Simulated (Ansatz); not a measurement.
# ZnHO radical: single points off equilibrium

Aim: energy, forces and dipole at a structure displaced at random from a GFN2-xTB minimum, from CCSD(T) and from density functionals.

Method: single points in def2-TZVPP; program: Ansatz 0.2.0, Gaussian basis.

Cores are frozen in the correlated methods. The 3s and 3p shells of Cu and Zn are frozen; filled d shells are correlated. Orbitals are unrestricted.

**1. The starting structure**

SMILES `[OH][Zn]`, 3 atoms, charge 0, spin multiplicity 2.

Atoms are counted from 1 here; the program's logs count them from 0.

Bond lengths: O1–Zn2 1.845 Å, O1–H3 0.954 Å. Angles: Zn2–O1–H3 123.3°.

As a file:

```xyz
3

O    -0.2895   -0.3817   -0.2113
Zn    1.2620    0.0570    0.6849
H    -0.9411    0.2634   -0.4764
```

**2. CCSD(T)/def2-TZVPP**

The input, run/in.yaml:

```yaml
crystal:
  periodic: [false, false, false]
  atoms:
    - {symbol: O, position_ang: [-0.289500, -0.381700, -0.211300]}
    - {symbol: Zn, position_ang: [1.262000, 0.057000, 0.684900]}
    - {symbol: H, position_ang: [-0.941100, 0.263400, -0.476400]}
basis:
  gaussian: {orbitals: def2-TZVPP}
magnetization: {spin_polarized: true, initial_magnetization: 1}
correlation: {method: ccsd_t, frozen_orbitals: {H: 0, O: 1, Zn: 9}}
scf: {omitted_lower_state_checks: [cluster_reference]}
output: {forces: true}
```

The command line of these runs was not kept.

**3. PBE0-D4/def2-TZVPP**

run/in.yaml, as its differences from that of step 2:

```diff
@@ -9,4 +9,3 @@
 magnetization: {spin_polarized: true, initial_magnetization: 1}
-correlation: {method: ccsd_t, frozen_orbitals: {H: 0, O: 1, Zn: 9}}
-scf: {omitted_lower_state_checks: [cluster_reference]}
-output: {forces: true}
+hamiltonian: {xc: pbe0, dispersion: d4}
+output: {forces: true, orbitals: {seedname: orbitals}}
```

**4. wB97M-V/def2-TZVPP**

run/in.yaml, as its differences from that of step 3:

```diff
@@ -9,3 +9,3 @@
 magnetization: {spin_polarized: true, initial_magnetization: 1}
-hamiltonian: {xc: pbe0, dispersion: d4}
-output: {forces: true, orbitals: {seedname: orbitals}}
+hamiltonian: {xc: {name: wB97M-V}}
+output: {forces: true}
```

**5. r2SCAN-D4/def2-TZVPP**

run/in.yaml, as its differences from that of step 4:

```diff
@@ -9,3 +9,3 @@
 magnetization: {spin_polarized: true, initial_magnetization: 1}
-hamiltonian: {xc: {name: wB97M-V}}
+hamiltonian: {xc: r2scan, dispersion: d4}
 output: {forces: true}
```

**6. PBE-D4/def2-TZVPP**

run/in.yaml, as its differences from that of step 5:

```diff
@@ -9,3 +9,3 @@
 magnetization: {spin_polarized: true, initial_magnetization: 1}
-hamiltonian: {xc: r2scan, dispersion: d4}
+hamiltonian: {xc: pbe, dispersion: d4}
 output: {forces: true}
```

**7. HSE06-D4/def2-TZVPP**

run/in.yaml, as its differences from that of step 6:

```diff
@@ -9,3 +9,3 @@
 magnetization: {spin_polarized: true, initial_magnetization: 1}
-hamiltonian: {xc: pbe, dispersion: d4}
+hamiltonian: {xc: hse06, dispersion: d4}
 output: {forces: true}
```

**8. CAM-B3LYP-D4/def2-TZVPP**

run/in.yaml, as its differences from that of step 7:

```diff
@@ -9,3 +9,3 @@
 magnetization: {spin_polarized: true, initial_magnetization: 1}
-hamiltonian: {xc: hse06, dispersion: d4}
+hamiltonian: {xc: {name: CAM-B3LYP}, dispersion: d4}
 output: {forces: true}
```

(Steps that only read results are left out.)

Q: Predict the outcome of this session. Wanted: energy less free atoms, CCSD(T)/def2-TZVPP; RMS force component; RMS force error; HOMO and LUMO, PBE0-D4; T1 diagnostic.

**Answer**, as computed:

| quantity | value |
| --- | --- |
| energy less free atoms, CCSD(T)/def2-TZVPP | -612.7 kJ/mol |
| RMS force component | 0.293 to 0.452 eV/Å over the methods |
| RMS force error | PBE0-D4 0.074, wB97M-V 0.060, r2SCAN-D4 0.062, PBE-D4 0.327, HSE06-D4 0.078, CAM-B3LYP-D4 0.026 eV/Å |
| HOMO and LUMO, PBE0-D4 | -6.26 and -3.12 eV |
| T1 diagnostic | 0.021 |

Against CCSD(T) the functionals' energies less atoms differ by -40.2 to -12.4 kJ/mol, PBE-D4 by -40.2 kJ/mol. The reference is not at the basis limit: in triple zeta CCSD(T) underbinds, which counts against methods that bind more; the gaps are no ranking. For forces CAM-B3LYP-D4 does best and PBE-D4 worst. Frozen-core CCSD(T) forces in triple zeta carry basis errors of their own, and this is one geometry, so small gaps rank nothing.
